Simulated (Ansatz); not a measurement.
## a series on the Cu3Au structure: TiRh3, ZrRh3, HfRh3: a table of relaxed lattice constants and trends, step by step

Computed with Ansatz 0.2.0 through its Python package.

Notebook, run cell by cell (the value of a cell's last expression is shown):

**Cell 1**
```python
import ansatz as az
import numpy as np
```

**Cell 2**
```python
params = {
    "k_spacing": 0.16,
    "occupations": "fermi_dirac",
    "width_ev": 0.1,
}


def cu3au(first, second, a):
    return (
        az.Lattice.cubic(a)
        .space_group(221)
        .atom(first, (0, 0, 0))
        .atom(second, (0, 0.5, 0.5))
    )


def solve(name, crystal, relax=True):
    calc = (
        crystal.calculation()
        .functional(az.Functional.PBESOL)
        .basis(38 * az.Ry)
        .kpoints(spacing=params["k_spacing"])
        .occupations(params["occupations"], width=params["width_ev"])
        .stress()
        .band_table()
    )
    if relax:
        calc = calc.relax(force_tolerance=0.03, cell=True)
    return calc.run()
```

**Cell 3**
```python
def bulk_modulus(name, outcome, step=0.01):
    # B = -V dP/dV from the pressures of two uniformly scaled cells, atoms held at their fractions
    pressure = []
    for factor in (1 - step, 1.0, 1 + step):
        cell = az.Crystal(lattice=az.Lattice.of(outcome.lattice.cell_ang * factor ** (1 / 3)))
        for site in outcome.report["lattice"]["sites"]:
            cell = cell.atom(site["symbol"], site["position_frac"])
        pressure.append(np.trace(solve(name, cell, relax=False).report["stress_gpa"]) / 3)
    slope, bend = (pressure[0] - pressure[2]) / (2 * step), abs(pressure[0] + pressure[2] - 2 * pressure[1])
    # a jump of mesh or basis between the cells shows as a kink: no modulus then
    return float(slope) if bend < 12 * step**2 * abs(slope) + 0.15 and abs(pressure[1]) < 1.5 else float("nan")
```

**Cell 4**
```python
def volume_per_atom(outcome):
    return abs(np.linalg.det(outcome.lattice.cell_ang)) / len(outcome.lattice.sites)
```

**Cell 5**
```python
# the lattice constants below are starting guesses
phases = {}
phases["TiRh3"] = cu3au("Ti", "Rh", 3.73)
phases["ZrRh3"] = cu3au("Zr", "Rh", 3.91)
phases["HfRh3"] = cu3au("Hf", "Rh", 3.91)

done = {}
for name, crystal in phases.items():
    done[name] = solve(name, crystal)
    print(f"{name}: {done[name].report['energy_sigma0_ev']:.4f} eV, {len(done[name].lattice.sites)} atoms")
```
Output:
```text
TiRh3: -21492.7092 eV, 4 atoms
ZrRh3: -23147.6661 eV, 4 atoms
HfRh3: -34617.1982 eV, 4 atoms
```

**Cell 6**
```python
rows = [(name, float(np.linalg.norm(o.lattice.cell_ang[0])), volume_per_atom(o), bulk_modulus(name, o)) for name, o in done.items()]
print("  compound       a (A)  V (A^3/atom)     B (GPa)")
for row in rows:
    print(f"{str(row[0]):>10}  {row[1]:10.3f}  {row[2]:12.3f}  {row[3]:10.0f}")
```
Output:
```text
  compound       a (A)  V (A^3/atom)     B (GPa)
     TiRh3       3.801        13.724         259
     ZrRh3       3.906        14.896         237
     HfRh3       3.896        14.782         245
```

From smallest to largest: TiRh3 (13.72 Å³), HfRh3 (14.78 Å³) and ZrRh3 (14.90 Å³). The largest is 9 % above the smallest.

Absolute energies stand on the zero of these potentials, so only differences at equal settings mean something. The run is spin-unpolarised. The bulk modulus is taken at fixed shape and positions, an upper value where these are free. Pressure is positive in compression. Spin-orbit coupling, which matters for elements this heavy, is left out. The cells are built on a prototype by substitution; a member may or may not take this structure in nature. Run time: 3 min on 1 thread of Arm Neoverse V2, with other jobs on the host, peak memory 0.57 GiB.
